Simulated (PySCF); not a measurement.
# YSF: other functionals and bases at one geometry

Aim: see how levels, charges and forces of YSF depend on the level of theory. It is a constructed species; whether it can be made isn't addressed.

Computed with PySCF 2.14.0. Level: several levels, as the steps say, no spin–orbit coupling.

1 further run of the same task is left out (for a known fault of the program).

## 1. The system as given

3 atoms, charge 0, spin multiplicity 1.

Bond lengths: Y1–S2 2.304 Å, Y1–F3 1.987 Å. Angles: S2–Y1–F3 116.9°.

Coordinates:

```xyz
3
charge 0, multiplicity 1
Y    -0.2499    0.0000   -0.4823
S     1.7341    0.0000    0.6887
F    -1.9245    0.0000    0.5874
```

Formal oxidation states: Y +3. An earlier session relaxed this geometry at PBE0, Y def2-SVP with ECP28, S def2-SVP, F def2-SVP (singlet, point group Cs).

At PBE0 on the finer grid: E = -536.015870 Eh, HOMO -5.96 eV, LUMO -2.72 eV, Mulliken charge on Y1 +0.76 e, largest force component 0.018 eV/Å. 

Levels to run: TPSSh; M06-L; PBE0, TZVP. Hardware: 2 threads of Intel Xeon Platinum 8488C (Sapphire Rapids), shared host.

## 2. TPSSh

File run.py (the lines that set the calculation):

```python
mol = gto.M(atom='''
Y     -0.24994     0.00000    -0.48232
S      1.73411     0.00000     0.68871
F     -1.92446     0.00000     0.58737''',
    basis={'Y': 'def2-SVP', 'S': 'def2-SVP', 'F': 'def2-SVP'},
    ecp={'Y': 'def2-SVP'},
    charge=0, spin=0)
mf = dft.RKS(mol, xc='TPSSH')
mf.grids.atom_grid = (75, 302)
mf = mf.density_fit()  # fitting sets: Y def2-universal-JKFIT, S def2-universal-JKFIT, F def2-universal-JKFIT
mf.conv_tol = 1e-08; mf.max_cycle = 55
mf.kernel(dm0)  # dm0: the density of the relaxed state
```

Launch:

```console
OMP_NUM_THREADS=2 python run.py
```

## 3. M06-L

run.py (the lines that set the calculation): that of step 2 with these lines changed.

```diff
@@ -7,3 +7,3 @@
     charge=0, spin=0)
-mf = dft.RKS(mol, xc='TPSSH')
+mf = dft.RKS(mol, xc='M06L')
 mf.grids.atom_grid = (75, 302)
```

## 4. PBE0, TZVP

Basis: Y def2-TZVP with ECP28, S def2-TZVP, F def2-TZVP. 

File run.py (the lines that set the calculation):

```python
mol = gto.M(atom='''
Y     -0.24994     0.00000    -0.48232
S      1.73411     0.00000     0.68871
F     -1.92446     0.00000     0.58737''',
    basis={'Y': 'def2-TZVP', 'S': 'def2-TZVP', 'F': 'def2-TZVP'},
    ecp={'Y': 'def2-TZVP'},
    charge=0, spin=0)
mf = dft.RKS(mol, xc='PBE0')
mf.grids.atom_grid = (75, 302)
mf = mf.density_fit()  # fitting sets: Y def2-universal-JKFIT, S def2-universal-JKFIT, F def2-universal-JKFIT
mf.conv_tol = 1e-08; mf.max_cycle = 55
mf.kernel(dm0)  # dm0: free metal ions and neutral atoms
```

What does the calculation give? Wanted: for each run, HOMO; gap; charge on Y1; dipole; largest force.

**Answer**, as computed:

| level | state | HOMO (eV) | gap (eV) | charge on Y1 (e) | dipole (D) | largest force (eV/Å) | basis functions | time |
| --- | --- | --- | --- | --- | --- | --- | --- | --- |
| PBE0 (relaxed here) | singlet | -5.96 | 3.24 | 0.76 | 8.03 | 0.02 | 63 | 2.8 s |
| TPSSh | singlet | -5.36 | 2.46 | 0.76 | 7.93 | 0.28 | 63 | 2.1 s |
| M06-L | singlet | -4.89 | 2.53 | 0.90 | 8.16 | 0.26 | 63 | 2.4 s |
| PBE0, TZVP | singlet | -6.02 | 3.25 | 1.11 | 8.23 | 0.06 | 108 | 3.9 s |

Times are on 2 threads of Intel Xeon Platinum 8488C (Sapphire Rapids), shared host; the first row also made further properties.

In one basis the HOMO–LUMO gap runs from 2.46 eV (TPSSh) to 3.24 eV (PBE0). The largest leftover force, 0.28 eV/Å with TPSSh, stands at a geometry relaxed at another level. The Mulliken charge on Y spans +0.76 to +1.11 e over the levels. Total energies of different levels can't be compared. Spin–orbit coupling is left out throughout.
